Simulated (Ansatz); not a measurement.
# ZnCd2N2 in Ansatz: convergence with smearing width

Input of the first run (smearing width 0.3 eV); the others differ in this setting and in those tied to it:

The input input.yaml:

```yaml
crystal:
  lattice:
    - [3.4006576366, -1.9714786562, 0.0]
    - [3.4006576366, 1.9714786562, 0.0]
    - [-2.2745659112, 0.0, 6.5310990563]
  atoms:
    - { symbol: Cd, position: [0.719037, 0.71508, 0.173913] }
    - { symbol: Cd, position: [0.292021, 0.270963, 0.830936] }
    - { symbol: Zn, position: [0.509724, 0.484107, 0.492721] }
    - { symbol: "N", position: [0.584624, 0.606693, 0.787862] }
    - { symbol: "N", position: [0.407311, 0.399665, 0.219762] }
hamiltonian:
  xc: r2scan
  pseudopotentials: { kind: paw, level: accurate }
kpoints:
  mp_grid: { grid: [6, 6, 3] }
scf:
  occupations: { method: gaussian, width: 0.3 }
output:
  forces: true
  stress: true
  eigenvalues: true
```

Potentials or basis: Ansatz PAW earlier set.

Run with:

```console
$ ansatz run input.yaml --threads 2 --pin off --max-ram 5632MiB --backend cpu --events-out ev --progress --plain --runs-dir out
```

The cell isn't the ideal one: atoms moved at random, drawn with an rms of 0.05 Å.

The cell comes from a database or a generator and needn't be the stable form of this composition.

Hardware: 2 threads of Intel(R) Xeon(R) Platinum 8488C (Sapphire Rapids), on a shared host.

```tsv
smearing width	energy less the tightest run, at zero smearing (meV/atom)	SCF cycles	CPU time (s)	peak memory (GiB)
0.3 eV	-0.20	10	60	1.1
0.2 eV	-0.16	10	60	1.1
0.15 eV	-0.12	10	61	1.1
0.1 eV	-0.09	10	62	1.1
0.05 eV	-0.05	10	61	1.1
0.025 eV	-0.02	9	56	1.1
0.01 eV	-0.01	10	61	1.1
0.005 eV	0.00	12	67	1.1
```

Against the tightest run, the energy stays within 1 meV/atom from 0.3 eV on. Narrower smearing needs a denser k mesh, so at a fixed mesh the narrowest width isn't the most accurate. The tightest run that finished is the yardstick and may itself not be fully converged.
